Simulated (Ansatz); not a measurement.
# CH₇NSeSi: a ladder of functionals and wavefunction methods

An exercise on one series of results from a longer session: the logs are not shown, and one member is left open.

Program: Ansatz 0.2.0, Gaussian basis. Level of theory: functionals in def2-TZVPP, the program's frozen cores in correlated methods. These are calculated values, not measurements.

Levels to be run: PBE-D4, r2SCAN-D4, PBE0-D4, B3LYP-D4, ωB97X-V, ωB97M-V, B2PLYP; CCSD(T)/def2-TZVPP; MP2/def2-QZVPP; extrapolation to the limit.

## Structure used throughout

All runs share one geometry, relaxed beforehand with PBE0-D4 in a triple-zeta def2 set.

SMILES `N[SiH2]C[SeH]`, 11 atoms, charge 0, spin multiplicity 1.

Atoms are counted from 1 here; the program's logs count them from 0.

Bond lengths: N1–Si2 1.714 Å, N1–H5 1.008 Å, N1–H6 1.006 Å, Si2–C3 1.871 Å, Si2–H7 1.496 Å, Si2–H8 1.489 Å, C3–Se4 1.961 Å, C3–H9 1.092 Å, C3–H10 1.090 Å, Se4–H11 1.471 Å. Angles: Si2–N1–H5 118.9°, Si2–N1–H6 120.1°, H5–N1–H6 111.7°, N1–Si2–C3 108.2°, N1–Si2–H7 116.0°, N1–Si2–H8 106.9°, C3–Si2–H7 106.1°, C3–Si2–H8 111.9°, H7–Si2–H8 107.8°, Si2–C3–Se4 109.7°, Si2–C3–H9 110.2°, Si2–C3–H10 114.1°, Se4–C3–H9 104.7°, Se4–C3–H10 109.2°, H9–C3–H10 108.6°, C3–Se4–H11 95.2°.

The first run:

Contents of in.yaml:

```yaml
crystal:
  periodic: [false, false, false]
  atoms:
    - {symbol: N, position_ang: [-1.205303, 1.141582, -0.472051]}
    - {symbol: Si, position_ang: [-0.624118, -0.047743, 0.616924]}
    - {symbol: C, position_ang: [1.233870, -0.156773, 0.425644]}
    - {symbol: Se, position_ang: [1.679143, -0.662091, -1.416002]}
    - {symbol: H, position_ang: [-0.993692, 1.049553, -1.453521]}
    - {symbol: H, position_ang: [-2.106295, 1.565123, -0.324319]}
    - {symbol: H, position_ang: [-1.143851, -1.435465, 0.411979]}
    - {symbol: H, position_ang: [-1.017479, 0.387939, 1.985814]}
    - {symbol: H, position_ang: [1.685932, 0.828124, 0.559182]}
    - {symbol: H, position_ang: [1.711350, -0.853920, 1.114243]}
    - {symbol: H, position_ang: [0.845643, -1.873529, -1.427195]}
basis:
  gaussian: {orbitals: def2-TZVPP}
hamiltonian: {xc: pbe, dispersion: d4}
output: {forces: true, orbitals: {seedname: orbitals}}
```

Run with:

```
$ ansatz run in.yaml --threads 4 --pin off --events-out ev --progress --plain --max-ram 10444MiB
```

Steps of the session up to this table: PBE-D4 (GGA); r2SCAN-D4 (meta-GGA); PBE0-D4 (hybrid); B3LYP-D4 (hybrid); ωB97X-V (range-separated); ωB97M-V (range-separated); B2PLYP (double hybrid); CCSD(T) in def2-TZVPP; MP2 in def2-QZVPP.

One table of the session follows, with a row left open; its other results are not shown here.

It belongs to the step «Atomisation energies». 

```
            method  atomisation energy (kJ/mol)
            PBE-D4                       3645.9
         r2SCAN-D4                            ?
           PBE0-D4                       3597.7
          B3LYP-D4                       3617.4
           ωB97X-V                       3632.0
           ωB97M-V                       3618.9
            B2PLYP                       3565.9
     HF/def2-TZVPP                       2572.6
    MP2/def2-TZVPP                       3533.5
   CCSD/def2-TZVPP                       3468.9
CCSD(T)/def2-TZVPP                       3518.0
           MP2/CBS                       3639.8
       CCSD(T)/CBS                       3624.3
```

Q: Estimate the row for r2SCAN-D4 from the others.

As computed: atomisation energy (kJ/mol): 3604.7. In the column «atomisation energy (kJ/mol)» it lies between PBE0-D4 (3597.7) and B3LYP-D4 (3617.4).
